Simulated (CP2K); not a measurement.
HPbNO4:

```
H Pb N O
1.0
     3.85778    0.00000    0.00000
    -0.04303    5.53506    0.00000
    -0.41973   -1.73538    5.78618
H Pb N O
1 1 1 4
Cartesian
  0.1641 2.6924 3.1513
  2.2686 2.6232 0.8737
  3.0891 3.6646 5.5470
  -0.3222 -0.7737 5.0967
  2.7385 -0.1646 0.7440
  -0.3821 2.5706 5.0365
  0.2766 2.6302 2.1786
```

The cell was built by a generator and needn't be a form met in nature.

Base run:

* Program: CP2K 2026.2
* Functional: RPBE
* Potentials or basis: POTENTIAL_UZH H GTH-PBE-q1, Pb GTH-PBE-q4, N GTH-PBE-q5, O GTH-PBE-q6; TZVP-MOLOPT-PBE-GTH basis
* Density cutoff: 13606 eV
* k mesh: 7 × 5 × 5
* Occupations: fermi-dirac, width 0.05 eV
* Spin: no spin polarisation

Its results: band gap on the k mesh 3.17 eV, indirect (least direct gap 3.24 eV); pressure 2.5 GPa.

Q: After a change of settings the same cell gave: band gap on the k mesh 3.13 eV, indirect (least direct gap 3.20 eV); pressure 1.1 GPa. Which change was it?
A. functional from RPBE to PBEsol
B. functional from RPBE to r2SCAN
C. functional from RPBE to vdW-DF-cx
D. functional from RPBE to LDA

A: C.

Caveats: the potentials were made for another functional, which shifts forces and pressure; spin-orbit coupling is left out, which as a rule narrows the gap of such compounds by several tenths of an eV; the basis of atomic orbitals isn't converged, which shifts pressures, moduli and gaps.

Not every run made on this cell is shown here.
